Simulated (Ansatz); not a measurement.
# C2H3GaNO radical: one species, many methods

An exercise on one series of results from a longer session: the logs are not shown, and one member is left open.

Method: functionals in def2-TZVPP, the program's frozen cores in correlated methods; program: Ansatz 0.2.0, Gaussian basis.

Levels to be run: LDA (SPW92), PBE-D4, revPBE-D4, BLYP-D4, r2SCAN-D4, B97M-V, PBE0-D4, B3LYP-D4, r2SCANh-D4, r2SCAN0-D4, HSE06-D4, BHLYP-D4, CAM-B3LYP-D4, LC-ωPBE, ωB97X-V, ωB97M-V, B2PLYP, PBE-QIDH; CCSD(T)/def2-SVP; CCSD(T)/def2-TZVPP; MP2/def2-QZVPP; extrapolation to the limit; RPA on PBE.

## The relaxed structure

All runs share one geometry, relaxed beforehand with PBE0-D4 in a triple-zeta def2 set.

SMILES `[CH3][Ga][N]=C=O`, 8 atoms, charge 0, spin multiplicity 2.

Atoms are counted from 1 here; the program's logs count them from 0.

Bond lengths: C1–Ga2 1.993 Å, C1–H6 1.092 Å, C1–H7 1.092 Å, C1–H8 1.088 Å, Ga2–N3 1.871 Å, N3–C4 1.202 Å, C4–O5 1.168 Å. Angles: Ga2–C1–H6 107.4°, Ga2–C1–H7 107.4°, Ga2–C1–H8 112.1°, H6–C1–H7 109.1°, H6–C1–H8 110.3°, H7–C1–H8 110.3°, C1–Ga2–N3 112.9°, Ga2–N3–C4 143.3°, N3–C4–O5 177.4°.

Set-up of the first run:

Contents of in.yaml:

```yaml
crystal:
  periodic: [false, false, false]
  atoms:
    - {symbol: C, position_ang: [-1.277910, -0.932832, 0.768081]}
    - {symbol: Ga, position_ang: [0.663214, -0.606335, 0.454246]}
    - {symbol: N, position_ang: [0.982855, 0.840269, -0.688488]}
    - {symbol: C, position_ang: [1.854991, 1.480186, -1.213228]}
    - {symbol: O, position_ang: [2.664672, 2.132134, -1.746528]}
    - {symbol: H, position_ang: [-1.698389, -0.020037, 1.196414]}
    - {symbol: H, position_ang: [-1.740377, -1.117509, -0.204254]}
    - {symbol: H, position_ang: [-1.449067, -1.775886, 1.433778]}
basis:
  gaussian: {orbitals: def2-TZVPP}
magnetization: {spin_polarized: true, initial_magnetization: 1}
hamiltonian: {xc: lda}
output: {orbitals: {seedname: orbitals}}
```

Started as:

```sh
> ansatz run in.yaml --threads 4 --pin off --events-out ev --progress --plain --max-ram 10444MiB
```

Among the steps run: LDA; PBE-D4 (GGA); revPBE-D4 (GGA); BLYP-D4 (GGA); r2SCAN-D4 (meta-GGA); B97M-V (meta-GGA); PBE0-D4 (hybrid); B3LYP-D4 (hybrid); r2SCANh-D4 (hybrid); r2SCAN0-D4 (hybrid); HSE06-D4 (hybrid); BHLYP-D4 (hybrid); CAM-B3LYP-D4 (range-separated); LC-ωPBE (range-separated); ωB97X-V (range-separated); ωB97M-V (range-separated); B2PLYP (double hybrid); PBE-QIDH (double hybrid).

One table of the session follows, with a row left open; its other results are not shown here.

It belongs to the step «Frontier levels by functional». 

```
  functional  HOMO (eV)  LUMO (eV)  gap (eV)
 LDA (SPW92)      -4.97      -4.13      0.84
      PBE-D4      -4.88      -3.77      1.11
   revPBE-D4      -4.84      -3.63      1.21
     BLYP-D4      -4.70      -3.82      0.89
   r2SCAN-D4          ?          ?         ?
      B97M-V      -5.00      -3.94      1.07
     PBE0-D4      -5.96      -2.90      3.06
    B3LYP-D4      -5.72      -3.32      2.40
  r2SCANh-D4      -5.62      -3.10      2.53
  r2SCAN0-D4      -6.22      -2.66      3.56
    HSE06-D4      -5.56      -3.27      2.29
    BHLYP-D4      -6.86      -2.18      4.68
CAM-B3LYP-D4      -7.17      -2.09      5.08
     LC-ωPBE      -8.52      -0.66      7.87
     ωB97X-V      -8.03      -1.08      6.95
     ωB97M-V      -7.92      -1.26      6.66
```

Q: Estimate the row for r2SCAN-D4 from the others.

Worked estimate for «HOMO (eV)». Against the share of exact exchange, r2SCANh-D4 (0.1, -5.62), r2SCAN0-D4 (0.25, -6.22) give a slope of -4.00 per unit share; at 0 the line stands at -5.22.

**Answer.** HOMO (eV): -5.23; LUMO (eV): -3.40; gap (eV): 1.83. In «HOMO (eV)» the line misses by +0.01.
